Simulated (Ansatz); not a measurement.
# CH₃F₃SeSi: small, medium and large basis sets

One table from this session's results is given with a row withheld; the runs are named, their logs left out.

Computed with Ansatz 0.2.0, Gaussian basis. Level: one geometry, several basis sets.

The runs, in order: PBE0-D4/def2-SVP; ωB97M-V/def2-SVP; PBE0-D4/def2-QZVPP; ωB97M-V/def2-QZVPP; the functionals' def2-TZVPP values are taken from earlier runs.

## The geometry

All runs share one geometry, relaxed beforehand with PBE0-D4 in a triple-zeta def2 set.

9 atoms, charge 0, spin multiplicity 1.

Atoms are counted from 1 here; the program's logs count them from 0.

Bond lengths: C1–Se2 1.964 Å, C1–H7 1.088 Å, C1–H8 1.087 Å, C1–H9 1.087 Å, Se2–Si3 2.222 Å, Si3–F4 1.578 Å, Si3–F5 1.574 Å, Si3–F6 1.578 Å. Angles: Se2–C1–H7 105.5°, Se2–C1–H8 110.2°, Se2–C1–H9 110.2°, H7–C1–H8 109.8°, H7–C1–H9 109.8°, H8–C1–H9 111.2°, C1–Se2–Si3 95.3°, Se2–Si3–F4 112.8°, Se2–Si3–F5 109.3°, Se2–Si3–F6 112.8°, F4–Si3–F5 108.2°, F4–Si3–F6 105.3°, F5–Si3–F6 108.2°.

As a file:

| atom | x (Å) | y (Å) | z (Å) |
| --- | --- | --- | --- |
| C1 | -0.1600 | -1.2475 | 0.9825 |
| Se2 | 1.4020 | -0.4346 | 0.1120 |
| Si3 | 0.2505 | 1.1528 | -0.9322 |
| F4 | -0.8422 | 0.5721 | -1.9118 |
| F5 | 1.2389 | 2.0454 | -1.7713 |
| F6 | -0.5385 | 2.0910 | 0.0618 |
| H7 | 0.2321 | -2.0790 | 1.5642 |
| H8 | -0.8564 | -1.6177 | 0.2343 |
| H9 | -0.6379 | -0.5288 | 1.6435 |

Set-up of the first run:

File in.yaml:

```yaml
crystal:
  periodic: [false, false, false]
  atoms:
    - {symbol: C, position_ang: [-0.160042, -1.247482, 0.982487]}
    - {symbol: Se, position_ang: [1.402002, -0.434566, 0.112005]}
    - {symbol: Si, position_ang: [0.250514, 1.152784, -0.932244]}
    - {symbol: F, position_ang: [-0.842206, 0.572094, -1.911845]}
    - {symbol: F, position_ang: [1.238905, 2.045374, -1.771342]}
    - {symbol: F, position_ang: [-0.538496, 2.091037, 0.061814]}
    - {symbol: H, position_ang: [0.232097, -2.079007, 1.564246]}
    - {symbol: H, position_ang: [-0.856380, -1.617733, 0.234292]}
    - {symbol: H, position_ang: [-0.637894, -0.528801, 1.643486]}
basis:
  gaussian: {orbitals: def2-SVP}
hamiltonian: {xc: pbe0, dispersion: d4}
output: {orbitals: {seedname: orbitals}}
```

Launch:

```
$ ansatz run in.yaml --threads 4 --pin off --events-out ev --progress --plain --max-ram 11315MiB
```

Among the steps run: PBE0-D4 in def2-SVP; ωB97M-V in def2-SVP; PBE0-D4 in def2-QZVPP; ωB97M-V in def2-QZVPP.

One table of the session follows, with a row left open; its other results are not shown here.

It belongs to the step «Density functionals: the series». 

| functional | basis | HOMO (eV) |
| --- | --- | --- |
| PBE0-D4 | def2-SVP | -7.33 |
| PBE0-D4 | def2-TZVPP | ? |
| PBE0-D4 | def2-QZVPP | -7.43 |
| ωB97M-V | def2-SVP | -9.49 |
| ωB97M-V | def2-TZVPP | -9.58 |
| ωB97M-V | def2-QZVPP | -9.60 |

Estimate the missing values for PBE0-D4, def2-TZVPP.

**Answer.** HOMO (eV): -7.41. In the column «HOMO (eV)» it lies between PBE0-D4, def2-QZVPP (-7.43) and PBE0-D4, def2-SVP (-7.33).
